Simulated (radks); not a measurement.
**Ar in [Ar]: an all-electron calculation**

The task here is to estimate one member of a computed series from the others.

The numbers are computed with radks (a radial shooting solver on a logarithmic mesh, Libxc functionals) version 1 (scalar-relativistic Kohn-Sham, SCAN, spin-polarised, spherical densities, finite nucleus), except any that are marked as measured or tabulated.

## Starting point

```
element            : argon (Z = 18)
charge             : 0
electrons          : 18
configuration      : [Ar]
nuclear rms radius : 3.4274 fm
```

Outer shells as boxes (Hund's rule):

Ar
```
[Ne] core
3s [↑↓]
3p [↑↓][↑↓][↑↓]
```

The first run:

Input:

```text
Z 18
configuration [Ar]
relativity scalar-relativistic
functional scan,scan
spin polarised
nucleus finite rms 3.4274 fm
c 137.035999084
```

Command:

```bash
python run_ks.py task.json out
```

The same process makes all the runs of this session.

One of the session's tables, all rows but one given; the rest of the session is left out.

It belongs to the step «Orbitals and density». Sizes of the orbitals, from the radial functions (bohr):

```
level      <r>  outermost maximum (interpolated)  90 % within  nodes
   1s  0.08575                            0.0561        0.153      0
   2s   0.4125                             0.338        0.643      1
   2p        ?                                 ?            ?      ?
   3s    1.413                              1.18         2.15      2
   3p    1.657                              1.29         2.62      1
```

Estimate the missing values for 2p.

As computed: <r>: 0.3760; outermost maximum (interpolated): 0.281; 90 % within: 0.622; nodes: 0. In the column «<r>» it lies between 1s (0.08575) and 2s (0.4125).
